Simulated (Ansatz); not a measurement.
# Nb2Si2O: the cost of one run

Computed with Ansatz 0.2.0 (DFT PBE, scalar-relativistic, plane waves, PAW, unless a step's input says otherwise).

2 further runs of the same task are left out: 2 set aside as unsound or not needed.

## Step 1: The system as given

Symmetry: P-3m1, No. 164, trigonal system. Conventional cell: a = 3.848 Å, b = 3.848 Å, c = 6.048 Å, α = 90.00°, β = 90.00°, γ = 120.00°. Around Nb (site symmetry 3m) lie 4 Si at 2.30 to 2.33 Å and 3 O at 2.72 Å. Si (site symmetry 3m) has 4 Nb at 2.30 to 2.33 Å as nearest neighbours. O (site symmetry -3m) has 6 Nb at 2.72 Å as nearest neighbours.

As a file:

```cif
data_structure
_symmetry_space_group_name_H-M 'P 1'
_symmetry_Int_Tables_number 1
_cell_length_a 3.8482
_cell_length_b 3.8482
_cell_length_c 6.0483
_cell_angle_alpha 90.000
_cell_angle_beta 90.000
_cell_angle_gamma 120.000
_cell_volume 77.57
loop_
_atom_site_label
_atom_site_type_symbol
_atom_site_fract_x
_atom_site_fract_y
_atom_site_fract_z
_atom_site_occupancy
Nb1 Nb 0.33333 0.66667 0.25850 1
Nb2 Nb 0.66667 0.33333 0.74150 1
Si1 Si 0.33333 0.66667 0.64380 1
Si2 Si 0.66667 0.33333 0.35620 1
O1 O 0.00000 0.00000 0.00000 1
```

A structure generator made this guess: species swapped into a database cell of TbAl2Ge2 (P-3m1, No. 164), with O on the Tb sites, Si on the Al sites and Nb on the Ge sites. Its size is a rough estimate.

## Step 2: Probe: one point on a coarse mesh

input.yaml

```yaml
crystal:
  lattice:
    - [3.84816685, 0.0, 0.0]
    - [-1.92408342, 3.33261025, 0.0]
    - [0.0, 0.0, 6.04828668]
  atoms:
    - { symbol: Nb, position: [0.33333333, 0.66666667, 0.25850001] }
    - { symbol: Nb, position: [0.66666667, 0.33333333, 0.74149999] }
    - { symbol: Si, position: [0.33333333, 0.66666667, 0.64380002] }
    - { symbol: Si, position: [0.66666667, 0.33333333, 0.35619998] }
    - { symbol: O, position: [0.0, 0.0, 0.0] }
basis:
  ecutwfc: 420
kpoints:
  mp_grid: { grid: [6, 6, 4] }
hamiltonian:
  xc: pbe
scf:
  occupations: { method: gaussian, width: 0.1 }
  lower_state_search: "off"
output:
  forces: true
  stress: true
  eigenvalues: true
```

Run with:

```sh
$ ansatz run input.yaml --threads 1 --pin off --max-ram 2560MiB --backend cpu --events-out ev --progress --plain --runs-dir out
```

**Question.** How long does this run take on 1 thread of AMD EPYC 7R43 (Zen 3), shared host, and how much memory does it need?

About 2.2 s, with a peak of 0.41 GiB.
